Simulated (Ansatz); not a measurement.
# AsRu (CsCl type): the cost of one run

Program: Ansatz 0.2.0. Level of theory: DFT PBEsol, with the methods named in each step. These are calculated values, not measurements.

1 further run of the same task is left out (it didn't finish).

### 1 Starting point

The structure is cubic, space group Pm-3m (No. 221). Conventional cell: a = 3.040 Å, b = 3.040 Å, c = 3.040 Å, α = 90.00°, β = 90.00°, γ = 90.00°. Ru (site symmetry m-3m) has 8 As at 2.63 Å as nearest neighbours. As (site symmetry m-3m) is surrounded by 8 Ru at 2.63 Å.

Coordinates:

```cif
data_structure
_symmetry_space_group_name_H-M 'Pm-3m'
_symmetry_Int_Tables_number 221
_cell_length_a 3.0404
_cell_length_b 3.0404
_cell_length_c 3.0404
_cell_angle_alpha 90.000
_cell_angle_beta 90.000
_cell_angle_gamma 90.000
_cell_volume 28.11
loop_
_atom_site_label
_atom_site_type_symbol
_atom_site_symmetry_multiplicity
_atom_site_Wyckoff_symbol
_atom_site_fract_x
_atom_site_fract_y
_atom_site_fract_z
_atom_site_occupancy
Ru1 Ru 1 a 0.00000 0.00000 0.00000 1
As1 As 1 b 0.50000 0.50000 0.50000 1
```

The file gives the conventional cell by its symmetry; the runs use the cell typed in the input.

Whether this phase is the stable one at these pressures isn't tested.

Atoms are numbered in the order of the input: Ru1, As2.

### 2 The reference volume, LAPW

File input.yaml:

```yaml
crystal:
  lattice:
    - [3.0403928357, 0.0, 0.0]
    - [0.0, 3.0403928357, 0.0]
    - [0.0, 0.0, 3.0403928357]
  atoms:
    - { symbol: Ru, position: [0.0, 0.0, 0.0] }
    - { symbol: As, position: [0.5, 0.5, 0.5] }
kpoints:
  mp_grid: { grid: [14, 14, 14] }
  band_path:
    path:
      - [0.0, 0.0, 0.0]
      - [0.0, 0.5, 0.0]
      - [0.5, 0.5, 0.0]
      - [0.0, 0.0, 0.0]
      - [0.5, 0.5, 0.5]
      - [0.0, 0.5, 0.0]
      - [0.5, 0.5, 0.5]
      - [0.5, 0.5, 0.0]
    npoints: 14
scf:
  occupations: { method: fermi_dirac, width: 0.1 }
hamiltonian:
  xc: pbesol
  pseudopotentials: { kind: all_electron, lapw: { basis_error: 0.001 } }
output:
  forces: true
  stress: true
  eigenvalues: true
  populations: true
  dos: { projected: true, de: 0.2, e_range: [-14, 8] }
```

Command:

```console
ansatz run input.yaml --threads 1 --pin off --max-ram 2048MiB --backend cpu --events-out ev --progress --plain --runs-dir out
```

**Question.** How long does this run take on 1 thread of Arm Neoverse V1, shared host, and how much memory does it need?

About 47 s, with a peak of 0.51 GiB.
